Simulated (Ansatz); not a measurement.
# C3H5FSi: one species, many methods

An exercise on one series of results from a longer session: the logs are not shown, and one member is left open.

Computed with Ansatz 0.2.0, Gaussian basis. Level: functionals in def2-TZVPP, the program's frozen cores in correlated methods.

Levels to be run: PBE-D4, r2SCAN-D4, PBE0-D4, B3LYP-D4, ωB97X-V, ωB97M-V, B2PLYP; CCSD(T)/def2-TZVPP; MP2/def2-QZVPP; extrapolation to the limit.

## Structure used throughout

The geometry comes from an earlier relaxation with PBE0-D4 in a triple-zeta def2 set; it is a stationary point, not always the lowest conformer.

10 atoms, charge 0, spin multiplicity 1.

Atoms are counted from 1 here; the program's logs count them from 0.

Bond lengths: F1–C2 1.410 Å, C2–Si3 1.879 Å, C2–C4 1.471 Å, C2–C5 1.471 Å, Si3–H6 1.485 Å, Si3–H7 1.485 Å, Si3–H8 1.486 Å, C4–C5 1.295 Å, C4–H9 1.077 Å, C5–H10 1.077 Å. Angles: F1–C2–Si3 108.9°, F1–C2–C4 115.4°, F1–C2–C5 115.4°, Si3–C2–C4 127.3°, Si3–C2–C5 127.3°, C4–C2–C5 52.2°, C2–Si3–H6 110.3°, C2–Si3–H7 110.3°, C2–Si3–H8 107.9°, H6–Si3–H7 109.2°, H6–Si3–H8 109.5°, H7–Si3–H8 109.5°, C2–C4–C5 63.9°, C2–C4–H9 145.7°, C5–C4–H9 150.3°, C2–C5–C4 63.9°, C2–C5–H10 145.7°, C4–C5–H10 150.3°.

Set-up of the first run:

Contents of in.yaml:

```yaml
crystal:
  periodic: [false, false, false]
  atoms:
    - {symbol: F, position_ang: [-1.442917, -0.704522, -0.979771]}
    - {symbol: C, position_ang: [-0.425320, 0.012961, -0.317597]}
    - {symbol: Si, position_ang: [0.668651, -1.198510, 0.612691]}
    - {symbol: C, position_ang: [-0.775980, 1.384604, 0.080031]}
    - {symbol: C, position_ang: [-0.016700, 1.269851, -0.962406]}
    - {symbol: H, position_ang: [-0.128861, -1.945666, 1.618745]}
    - {symbol: H, position_ang: [1.289989, -2.162214, -0.331560]}
    - {symbol: H, position_ang: [1.731897, -0.419670, 1.299720]}
    - {symbol: H, position_ang: [-1.337396, 1.996249, 0.766322]}
    - {symbol: H, position_ang: [0.519735, 1.715619, -1.783273]}
basis:
  gaussian: {orbitals: def2-TZVPP}
hamiltonian: {xc: pbe, dispersion: d4}
output: {forces: true, orbitals: {seedname: orbitals}}
```

Launch:

```bash
> ansatz run in.yaml --threads 4 --pin off --events-out ev --progress --plain --max-ram 10444MiB
```

Steps of the session up to this table: PBE-D4 (GGA); r2SCAN-D4 (meta-GGA); PBE0-D4 (hybrid); B3LYP-D4 (hybrid); ωB97X-V (range-separated); ωB97M-V (range-separated); B2PLYP (double hybrid); CCSD(T) in def2-TZVPP; MP2 in def2-QZVPP.

One of the session's tables, all rows but one given; the rest of the session is left out.

```
            method  atomisation energy (eV)
            PBE-D4                   40.356
         r2SCAN-D4                   39.433
           PBE0-D4                   39.513
          B3LYP-D4                   39.201
           ωB97X-V                   39.441
           ωB97M-V                   39.388
            B2PLYP                   38.810
     HF/def2-TZVPP                   28.273
    MP2/def2-TZVPP                   38.971
   CCSD/def2-TZVPP                        ?
CCSD(T)/def2-TZVPP                   38.100
           MP2/CBS                   40.041
       CCSD(T)/CBS                   39.170
```

Estimate the missing values for CCSD/def2-TZVPP.

**Answer.** atomisation energy (eV): 37.419. In the column «atomisation energy (eV)» it lies between HF/def2-TZVPP (28.273) and CCSD(T)/def2-TZVPP (38.100).
